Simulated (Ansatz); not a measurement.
# F4H7NOSi2 (built from SMILES F.F[Si](F)(F)O[SiH3].N): search for a transition state

Aim: find the saddle point of a ligand exchange through a proton shuttle that is to form Si1–N8, H7–F10, O2–H9 and break Si1–O2, H7–N8, H9–F10, prove it by its vibrations, and relax downhill on both sides to see what it joins.

Method: PBE0-D4, def2-SVP first, then def2-TZVP; program: Ansatz 0.2.0, Gaussian basis.

190 further runs of the same task are left out: 190 set aside as unsound or not needed.

## (1) Where the work starts

The guess: 15 atoms, charge 0, spin multiplicity 1.

Atoms are counted from 1 here; the program's logs count them from 0.

Bond lengths: Si1–O2 1.940 Å, Si1–F4 1.603 Å, Si1–F5 1.602 Å, Si1–F6 1.626 Å, Si1–N8 1.799 Å, O2–Si3 1.671 Å, O2–H9 1.006 Å, Si3–H11 1.456 Å, Si3–H12 1.459 Å, Si3–H13 1.459 Å, H7–N8 1.244 Å, N8–H14 1.014 Å, N8–H15 1.015 Å. Angles: O2–Si1–F4 85.4°, O2–Si1–F5 85.2°, O2–Si1–F6 173.5°, O2–Si1–N8 89.7°, F4–Si1–F5 133.0°, F4–Si1–F6 92.1°, F4–Si1–N8 113.0°, F5–Si1–F6 92.2°, F5–Si1–N8 112.9°, F6–Si1–N8 96.8°, Si1–O2–Si3 128.7°, Si1–O2–H9 112.6°, Si3–O2–H9 118.3°, O2–Si3–H11 105.5°, O2–Si3–H12 101.7°, O2–Si3–H13 107.0°, H11–Si3–H12 114.3°, H11–Si3–H13 113.1° and more.

As a file:

```xyz
15
F4H7NOSi2
Si   -0.82880    0.54260    0.75280
O     0.27080   -0.03850   -0.73560
Si    0.08030    0.28210   -2.36430
F    -1.98990   -0.32340    0.06630
F    -0.22830    1.99750    0.45230
F    -1.84760    1.12710    1.87670
H     1.07830   -1.06820    1.28220
N     0.19600   -0.42090    1.87420
H     0.98620   -0.68850   -0.45750
F     1.81670   -1.55410    0.48890
H    -0.17780    1.71260   -2.45100
H     1.37450   -0.12860   -2.89950
H    -1.03760   -0.53110   -2.83150
H     0.66940    0.17530    2.54470
H    -0.36230   -1.08410    2.40120
```

Distances that are to change: Si1–N8 1.80 Å, H7–F10 1.19 Å, O2–H9 1.01 Å, Si1–O2 1.94 Å, H7–N8 1.24 Å, H9–F10 1.53 Å.

## (2) Relaxing the guess with the reacting distances held

File hold/in.yaml:

```yaml
crystal:
  periodic: [false, false, false]
  atoms:
    - {symbol: Si, position_ang: [-0.828800, 0.542600, 0.752800]}
    - {symbol: O, position_ang: [0.270800, -0.038500, -0.735600]}
    - {symbol: Si, position_ang: [0.080300, 0.282100, -2.364300]}
    - {symbol: F, position_ang: [-1.989900, -0.323400, 0.066300]}
    - {symbol: F, position_ang: [-0.228300, 1.997500, 0.452300]}
    - {symbol: F, position_ang: [-1.847600, 1.127100, 1.876700]}
    - {symbol: H, position_ang: [1.078300, -1.068200, 1.282200]}
    - {symbol: N, position_ang: [0.196000, -0.420900, 1.874200]}
    - {symbol: H, position_ang: [0.986200, -0.688500, -0.457500]}
    - {symbol: F, position_ang: [1.816700, -1.554100, 0.488900]}
    - {symbol: H, position_ang: [-0.177800, 1.712600, -2.451000]}
    - {symbol: H, position_ang: [1.374500, -0.128600, -2.899500]}
    - {symbol: H, position_ang: [-1.037600, -0.531100, -2.831500]}
    - {symbol: H, position_ang: [0.669400, 0.175300, 2.544700]}
    - {symbol: H, position_ang: [-0.362300, -1.084100, 2.401200]}
basis:
  gaussian: {orbitals: def2-SVP}
hamiltonian: {xc: pbe0, dispersion: d4}
relax: {f_tol: 0.04, max_steps: 150, escape_saddle: false, constraints: [{distance: [0, 7]}, {distance: [6, 9]}, {distance: [1, 8]}, {distance: [0, 1]}, {distance: [6, 7]}, {distance: [8, 9]}]}
```

Started as:

```
> ansatz run in.yaml --threads 4 --pin off --events-out ev --progress --plain --max-ram 66560MiB --backend cuda --devices 0, --max-vram 37GiB
```

After this run come: Force constants to start from; Saddle search in the small basis; Saddle search in triple zeta; Checking the order of the point; Relaxing after a step of 0.30 Å one way along the mode; Relaxing after a step of 0.30 Å the other way along the mode.

**Question.** What will these runs give? Wanted: imaginary mode; barrier from the start side; barrier from the end side; energy of the step; pairs that change; zero-point energy at the saddle.

The runs gave:

| quantity | value |
| --- | --- |
| imaginary mode | 467i cm⁻¹ |
| barrier from the start side | 83.4 kJ/mol |
| barrier from the end side | 18.1 kJ/mol |
| energy of the step | +65.3 kJ/mol |
| pairs that change | Si1–N8 tightened, O2–H9 formed, H7–F10 formed, Si1–O2 broken, H7–N8 broken, H9–F10 broken |
| zero-point energy at the saddle | 2.408 eV |

**Reading.** One imaginary mode, 467i cm⁻¹, makes this a first-order saddle. Going downhill both ways gives the intended start and end. At PBE0-D4/def2-TZVP the electronic barrier is 83.4 kJ/mol, about 34 kT at 298 K, and the step runs 65.3 kJ/mol uphill. A step off the saddle overshot and began above it in energy, so the link to its end is likely but not proven.
